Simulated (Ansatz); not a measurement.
**C₃H₁₁NSn: how energies converge with the basis set**

How large a basis does C₃H₁₁NSn need? Two functionals are run in growing sets.

The runs use Ansatz 0.2.0, Gaussian basis; one geometry, several basis sets.

Plan: PBE0-D4/def2-SVP; ωB97M-V/def2-SVP; PBE0-D4/def2-QZVPP; ωB97M-V/def2-QZVPP; the functionals' def2-TZVPP values are taken from earlier runs.

1 further run of the same task is left out (for a known fault of the program). Runs told in other sessions of the task aren't counted.

**1. Structure used throughout**

The geometry comes from an earlier relaxation with PBE0-D4 in a triple-zeta def2 set; it is a stationary point, not always the lowest conformer. Sn takes the def2 core potential; no spin-orbit term is included.

SMILES `CC[N](C)[SnH3]`, 16 atoms, charge 0, spin multiplicity 1.

Atoms are counted from 1 here; the program's logs count them from 0.

Bond lengths: C1–C2 1.513 Å, C1–H6 1.092 Å, C1–H7 1.092 Å, C1–H8 1.095 Å, C2–N3 1.446 Å, C2–H9 1.106 Å, C2–H10 1.100 Å, N3–C4 1.445 Å, N3–Sn5 2.037 Å, C4–H11 1.098 Å, C4–H12 1.093 Å, C4–H13 1.104 Å, Sn5–H14 1.706 Å, Sn5–H15 1.704 Å, Sn5–H16 1.719 Å. Angles: C2–C1–H6 110.8°, C2–C1–H7 110.4°, C2–C1–H8 112.0°, H6–C1–H7 108.5°, H6–C1–H8 108.1°, H7–C1–H8 106.9°, C1–C2–N3 113.3°, C1–C2–H9 109.3°, C1–C2–H10 108.8°, N3–C2–H9 111.9°, N3–C2–H10 107.6°, H9–C2–H10 105.6°, C2–N3–C4 111.4°, C2–N3–Sn5 118.9°, C4–N3–Sn5 115.7°, N3–C4–H11 109.9°, N3–C4–H12 110.9°, N3–C4–H13 113.8° and more.

**2. PBE0-D4 in def2-SVP**

Contents of in.yaml:

```yaml
crystal:
  periodic: [false, false, false]
  atoms:
    - {symbol: C, position_ang: [-0.002480, 1.995748, -0.043252]}
    - {symbol: C, position_ang: [0.858614, 0.751894, -0.001536]}
    - {symbol: N, position_ang: [0.149461, -0.447744, -0.388799]}
    - {symbol: C, position_ang: [1.033575, -1.589913, -0.435653]}
    - {symbol: Sn, position_ang: [-1.698888, -0.794000, 0.394215]}
    - {symbol: H, position_ang: [-0.467849, 2.113395, -1.024432]}
    - {symbol: H, position_ang: [0.599544, 2.883120, 0.162545]}
    - {symbol: H, position_ang: [-0.797663, 1.969518, 0.709435]}
    - {symbol: H, position_ang: [1.314010, 0.656115, 1.002174]}
    - {symbol: H, position_ang: [1.700963, 0.880679, -0.697687]}
    - {symbol: H, position_ang: [1.833522, -1.412904, -1.167159]}
    - {symbol: H, position_ang: [0.495569, -2.486365, -0.753122]}
    - {symbol: H, position_ang: [1.523701, -1.813476, 0.528011]}
    - {symbol: H, position_ang: [-2.051070, -2.401324, -0.054746]}
    - {symbol: H, position_ang: [-2.812811, 0.299506, -0.290311]}
    - {symbol: H, position_ang: [-1.701300, -0.626847, 2.104617]}
basis:
  gaussian: {orbitals: def2-SVP}
hamiltonian: {xc: pbe0, dispersion: d4}
output: {orbitals: {seedname: orbitals}}
```

On the command line:

```sh
> ansatz run in.yaml --threads 4 --pin off --events-out ev --progress --plain --max-ram 11315MiB
```

Further steps of the session: ωB97M-V in def2-SVP; PBE0-D4 in def2-QZVPP; ωB97M-V in def2-QZVPP.

**Question.** What will the summary of the whole plan be? Wanted: PBE0-D4: double and triple zeta above quadruple; ωB97M-V: double and triple zeta above quadruple.

As calculated:

| quantity | value |
| --- | --- |
| PBE0-D4: double and triple zeta above quadruple | 5.89, 0.34 eV |
| ωB97M-V: double and triple zeta above quadruple | 6.25, 0.34 eV |

What this shows: For PBE0-D4 the step from double to triple zeta gains 5.55 eV and the next only 0.34 eV. Total energies overstate the basis error of differences, where much of it tends to cancel. The LUMO of ωB97M-V is positive and keeps falling with the basis (2.24 to 1.19 eV): an unbound level that the basis holds in place.
